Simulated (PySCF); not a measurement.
**The bond of TeH, level by level**

An exercise on one series of results from a longer session: the logs are not shown, and one member is left open.

Method: Te cc-pVTZ-PP with ECP28, H cc-pVTZ, scalar-relativistic core potentials; program: PySCF 2.14.0.

The first run:

The job is set up so:

- atoms: Te, H
- charge: 0
- basis: Te cc-pVTZ-PP with ECP28, H cc-pVTZ
- Hamiltonian: scalar-relativistic core potentials
- basis functions: 53
- electrons treated: 25
- masses in u: 129.9062, 1.0078
- levels: PBE0, PBE, r²SCAN, M06-L, M06-2X, M06, ωB97X, HF, MP2, SCS-MP2, CCSD, CCSD(T)
- grid: 80 radial by 434 angular points
- occupations: held fixed by the projection of orbital angular momentum
- dissociation limit: Te + H, each in its ground configuration
- starting distance in angstrom: 1.640
- values of 2S to try: 1, 3

On the command line:

```sh
OMP_NUM_THREADS=1 python dia.py task.json out
```

Among the steps run: Input; PBE0 along the bond; Excited determinants; PBE (GGA); r²SCAN (meta-GGA); M06-L (meta-GGA); M06-2X (hybrid meta-GGA); M06 (hybrid meta-GGA); ωB97X (range-separated hybrid); UHF (mean field); MP2 and coupled cluster.

One table of the session follows, with a row left open; its other results are not shown here.

It belongs to the step «The curves together». Energy (eV) from each level's lowest point:

| R (Å) | UHF | UHF-MP2 | UHF-SCS-MP2 | UHF-CCSD | UHF-CCSD(T) |
| --- | --- | --- | --- | --- | --- |
| 1.431 | 0.617 | 0.580 | 0.597 | n/a | n/a |
| 1.498 | 0.268 | 0.247 | 0.259 | 0.272 | 0.278 |
| 1.564 | 0.075 | 0.066 | 0.073 | 0.081 | 0.085 |
| 1.614 | 0.011 | 0.007 | 0.010 | 0.015 | 0.017 |
| 1.664 | 0.000 | 0.000 | 0.000 | 0.000 | 0.000 |
| 1.714 | ? | ? | ? | ? | ? |
| 1.780 | 0.131 | 0.135 | 0.126 | 0.112 | 0.107 |
| 1.864 | 0.317 | 0.320 | 0.306 | 0.278 | 0.267 |
| 1.964 | 0.599 | 0.610 | 0.593 | 0.532 | 0.513 |
| 2.097 | 0.986 | 1.163 | 1.171 | n/a | n/a |

Estimate the missing values for R (Å) = 1.714.

Worked estimate for «UHF». A straight line through the neighbours (1.664, 0.000) and (1.780, 0.131) gives 0.000 + (0.131 − 0.000) × (1.714 − 1.664) / (1.780 − 1.664) = 0.056; a parabola fitted to 4 rows on both sides gives 0.037.

The run gave: UHF: 0.033; UHF-MP2: 0.036; UHF-SCS-MP2: 0.032; UHF-CCSD: 0.027; UHF-CCSD(T): 0.024. In «UHF» the line misses by +0.023 and the parabola by +0.004.
